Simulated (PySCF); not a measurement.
# One shape, several levels: CH5Ga (GaH2Me)

Aim: a comparison of 5 runs (HF/STO-3G, HF/def2-SVP, B3LYP/6-31G*, M06-2X/def2-SVP, PBE0/def2-SVP) of CH5Ga (GaH2Me). Input form: a Python script.

The results are computed with PySCF 2.14.0.

### Step 1. Starting point

CH5Ga has 7 atoms, charge 0, and is taken as a singlet. SMILES: `[H][Ga]([H])[CH3]`. The shape comes from GFN2-xTB, which is rough for such elements, and wasn't checked as a minimum.

Bond lengths: Ga1–C4 2.019 Å, Ga1–H2 1.580 Å, Ga1–H3 1.580 Å, C4–H5 1.094 Å, C4–H6 1.095 Å, C4–H7 1.095 Å. Angles: Ga1–C4–H5 111.2°, Ga1–C4–H6 111.0°, Ga1–C4–H7 111.1°, H2–Ga1–C4 123.7°, H3–Ga1–C4 124.2°, H5–C4–H6 107.6°, H5–C4–H7 107.4°, H6–C4–H7 108.4°, H2–Ga1–H3 112.1°.

### Step 2. Energy and forces at HF/STO-3G (run 1)

The input, job.py:

```python
# GaH2Me
from pyscf import gto, scf

mol = gto.M(
    atom=[
    ('Ga', (0.530950, 0.929410, 0.001880)),
    ('H', (2.107200, 1.037040, 0.032620)),
    ('H', (-0.161530, 2.348530, -0.037430)),
    ('C', (-0.472660, -0.822080, 0.002660)),
    ('H', (-0.574060, -1.221230, -1.011230)),
    ('H', (-1.480470, -0.696670, 0.410990)),
    ('H', (0.050570, -1.574990, 0.600500)),
],
    verbose=4,
    max_memory=1860,
    basis='sto-3g',
)

mf = scf.RHF(mol)
mf.conv_tol = 1e-10
mf.kernel()
if not mf.converged:
    mf = mf.newton().run(mf.mo_coeff, mf.mo_occ)

e_final = mf.e_tot
print('Final energy', e_final)
grad = mf.nuc_grad_method().kernel()
mf.analyze()
```

Launch:

```
$ OMP_NUM_THREADS=1 python job.py
```

What it wrote:

```text
PySCF version 2.14.0

[... 121 lines left out ...]
converged SCF energy = -1941.15878277885
[... 18 lines left out ...]
Two-electron Energy =                  883.054518393238482
[... 6 lines left out ...]
MO #3   energy= -41.8477287810905  occ= 2
[... 4 lines left out ...]
MO #8   energy= -3.88262866039766  occ= 2
[... 4 lines left out ...]
MO #13  energy= -0.502410268218445 occ= 2
[... 4 lines left out ...]
MO #18  energy= -0.285431697324716 occ= 2
[... 4 lines left out ...]
MO #23  energy= 0.407670168493099  occ= 0
[... 4 lines left out ...]
MO #28  energy= 0.767739426049162  occ= 0
[... 38 lines left out ...]
Dipole moment(X, Y, Z, Debye): -0.13159, -0.23055, -0.06479
```

Wall time 3 s (1 thread of Intel Xeon at 2.50GHz (Skylake/Cascade Lake), shared host); peak memory 0.12 GiB.

### Step 3. Energy and forces at HF/def2-SVP (run 2)

The input, calc.py:

```python
# GaH2Me
import pyscf.grad
from pyscf import gto

mol = gto.M(
    atom='''
Ga       0.530950       0.929410       0.001880
H        2.107200       1.037040       0.032620
H       -0.161530       2.348530      -0.037430
C       -0.472660      -0.822080       0.002660
H       -0.574060      -1.221230      -1.011230
H       -1.480470      -0.696670       0.410990
H        0.050570      -1.574990       0.600500
''',
    max_memory=1860,
    verbose=4,
    basis='def2-svp',
)

mf = mol.RHF()
mf.conv_tol = 1e-10
mf.kernel()
if not mf.converged:
    mf = mf.newton().run(mf.mo_coeff, mf.mo_occ)

e_tot = mf.e_tot
print('Final energy', e_tot)
grad = mf.Gradients().kernel()
dip = mf.dip_moment()
pop, q = mf.mulliken_pop()
```

Launch:

```
$ OMP_NUM_THREADS=1 python calc.py
```

What it wrote:

```text
PySCF version 2.14.0

[... 61 lines left out ...]
converged SCF energy = -1963.72856415171
Final energy -1963.7285641517108
[... 13 lines left out ...]
Dipole moment(X, Y, Z, Debye): -0.43063, -0.72678,  0.00575
[... 79 lines left out ...]
charge of    6H =      0.05707
```

Run time: 11 s. Hardware: 1 thread of Intel Xeon at 2.50GHz (Skylake/Cascade Lake), shared host; peak memory 0.14 GiB.

Run 3 isn't shown in full; the table further down has it.

### Step 4. Energy and gradient at M06-2X/def2-SVP (run 4)

The input, job.py:

```python
import pyscf.grad
from pyscf import gto, dft

molecule = gto.M(
    atom=[
    ('Ga', (0.530950, 0.929410, 0.001880)),
    ('H', (2.107200, 1.037040, 0.032620)),
    ('H', (-0.161530, 2.348530, -0.037430)),
    ('C', (-0.472660, -0.822080, 0.002660)),
    ('H', (-0.574060, -1.221230, -1.011230)),
    ('H', (-1.480470, -0.696670, 0.410990)),
    ('H', (0.050570, -1.574990, 0.600500)),
],
    charge=0,
    basis='def2-svp',
    spin=0,
    max_memory=1860,
    verbose=3,
)

mf = dft.RKS(molecule)
mf.xc = 'm06-2x'
mf.grids.level = 5
mf.conv_tol = 1e-10
mf.kernel()
if not mf.converged:
    mf = mf.newton().run(mf.mo_coeff, mf.mo_occ)

energy = mf.e_tot
print('Final energy', energy)
grad = mf.Gradients().kernel()
dip = mf.dip_moment()
pop, q = mf.mulliken_pop()
```

Launch:

```
$ OMP_NUM_THREADS=1 python job.py
```

What it wrote:

```text
converged SCF energy = -1965.63056943702
Final energy -1965.6305694370192
[... 10 lines left out ...]
Dipole moment(X, Y, Z, Debye): -0.44536, -0.75573,  0.00120
[... 79 lines left out ...]
charge of    6H =      0.07047
```

It took 41 s on 1 thread of Intel Xeon at 2.50GHz (Skylake/Cascade Lake), shared host; peak memory 0.7 GiB.

### Step 5. Energy and gradient at PBE0/def2-SVP (run 5)

The input, geometry.xyz:

```xyz
7

Ga     0.530950     0.929410     0.001880
H      2.107200     1.037040     0.032620
H     -0.161530     2.348530    -0.037430
C     -0.472660    -0.822080     0.002660
H     -0.574060    -1.221230    -1.011230
H     -1.480470    -0.696670     0.410990
H      0.050570    -1.574990     0.600500
```

The input, calc.py:

```python
import pyscf.grad
from pyscf import gto, dft

system = gto.M(
    atom='geometry.xyz',
    basis='def2-svp',
    verbose=4,
    spin=0,
    max_memory=1860,
    charge=0,
)

mf = dft.RKS(system, xc='pbe0')
mf.grids.level = 5
mf.conv_tol = 1e-10
mf.kernel()
if not mf.converged:
    mf = mf.newton().run(mf.mo_coeff, mf.mo_occ)

energy = mf.e_tot
print('E = %.10f Eh' % energy)
grad = mf.Gradients().kernel()
mf.analyze()
```

Launch:

```
$ OMP_NUM_THREADS=1 python calc.py
```

What it wrote:

```text
PySCF version 2.14.0

[... 97 lines left out ...]
MO #1   energy= -372.860793642483  occ= 2
[... 9 lines left out ...]
MO #11  energy= -0.854335327523812 occ= 2
[... 9 lines left out ...]
MO #21  energy= -0.295444313214269 occ= 2
[... 9 lines left out ...]
MO #31  energy= 0.302158559537478  occ= 0
[... 9 lines left out ...]
MO #41  energy= 0.692847527538241  occ= 0
[... 9 lines left out ...]
MO #51  energy= 1.57627257661662   occ= 0
[... 9 lines left out ...]
MO #61  energy= 2.08078892029385   occ= 0
[... 9 lines left out ...]
MO #71  energy= 2.94595966956286   occ= 0
[... 81 lines left out ...]
Dipole moment(X, Y, Z, Debye): -0.45726, -0.77905, -0.00112
```

Run time: 36 s. Hardware: 1 thread of Intel Xeon at 2.50GHz (Skylake/Cascade Lake), shared host; peak memory 0.7 GiB.

### Step 6. Overview of the runs

```csv
run,level,integration grid,energy (Eh),dipole moment (D),HOMO energy (eV),LUMO energy (eV),wall time
1,HF/STO-3G,–,-1941.158783,0.27,-6.72,4.88,3 s
2,HF/def2-SVP,–,-1963.728564,0.84,-11.02,1.38,11 s
3,B3LYP/6-31G* (spherical functions),5,-1965.715960,0.93,-7.77,-1.66,28 s
4,M06-2X/def2-SVP,5,-1965.630569,0.88,-9.19,-0.88,41 s
5,PBE0/def2-SVP,5,-1965.358189,0.90,-8.04,-1.40,36 s
```

### Step 7. Outcome

| quantity | value |
| --- | --- |
| run 5: total energy | -1965.35819 Eh |
| run 5: dipole moment | 0.90 D |
| run 5: HOMO energy | -8.04 eV |
| run 5: LUMO energy | -1.40 eV |
| run 5: HOMO–LUMO gap | 6.64 eV |
| run 5: largest force on an atom | 0.847 eV/Å |

What this shows: The dipole moment (its size) runs from 0.27 D (HF/STO-3G) to 0.93 D (B3LYP/6-31G*). The two ends differ in method and basis. The HOMO–LUMO gap runs from 6.11 eV (B3LYP/6-31G*) to 12.40 eV (HF/def2-SVP). Totals of different functionals can't be ranked against each other. In run 1 the basis is minimal, so the values are rough. All runs together took 2 min, the longest 41 s.
